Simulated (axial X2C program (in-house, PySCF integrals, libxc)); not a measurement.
# KLi: properties at the nuclei

Wanted for KLi: properties at the nuclei, at the two-component level.

Computed with an in-house X2C program for linear molecules on PySCF integrals. Level: two-component X2C with atomic mean-field terms, K dyall-cv3z, Li dyall-cv3z.

All values are calculated.

### 1 Set-up

task.json

```json
{
 "zs": [
  19,
  3
 ],
 "q": 0,
 "bas": [
  "dyall-cv3z",
  "dyall-cv3z"
 ],
 "r0": 3.29,
 "levels": [
  "PBE0",
  "HF",
  "BHandHLYP",
  "BP86",
  "r2SCAN"
 ],
 "nst": 3
}
```

Keys: zs atomic numbers; q charge; bas basis sets; r0 starting distance in Å; levels methods (HF also brings MP2); nst determinants followed.

Launch:

```bash
python soeom.py task.json out
```

After this run come: Expectation values, lowest determinant; Expectation values, a higher determinant; Expectation values, a higher determinant.

Before running it: what results should come out? Wanted: lowest determinant; qzz K; qzz Li; μ; higher determinant; Eeff magnitude; Ws magnitude K; A∥/gI K (for each run or level that gives them).

As calculated:

| quantity | value |
| --- | --- |
| lowest determinant | Ω = 0 (closed shell) |
| qzz K (a.u.), PBE0 | -0.08 |
| qzz Li (a.u.), PBE0 | 0.00 |
| μ (D), PBE0 | -3.35 |
| higher determinant | Ω = 1 (excess of +ω over −ω: 2 × ω = 1/2) |
| Eeff magnitude (GV/cm), PBE0, higher determinant | 0.0381 |
| Ws magnitude K (kHz), PBE0, higher determinant | 0.0145 |
| A∥/gI K (MHz), PBE0, higher determinant | 419 |
| qzz K (a.u.), PBE0, higher determinant | -0.09 |
| higher determinant | Ω = 2 (excess of +ω over −ω: ω = 1/2, ω = 3/2) |
| Eeff magnitude (GV/cm), PBE0, higher determinant | 0.0817 |
| Ws magnitude K (kHz), PBE0, higher determinant | 0.0156 |
| A∥/gI K (MHz), PBE0, higher determinant | 108 |
| qzz K (a.u.), PBE0, higher determinant | 0.05 |

In words: The expectation values come from single determinants, which for open shells can mix terms of unlike spin or miss the lowest Ω, so a determinant need not be a state. Eeff is the effective electric field on the electron dipole moment in this Ω state and Ws the scalar–pseudoscalar constant (defined with the proton number Z and per Ω); A∥ is the parallel hyperfine constant, which follows by multiplying with the nuclear g factor gI = μI/(I μN); qzz is the electric field gradient, eQq0 = 234.96 MHz × Q/barn × qzz; μ is positive if Li is the positive end. The operators were transformed with the bare-nucleus X2C matrices.
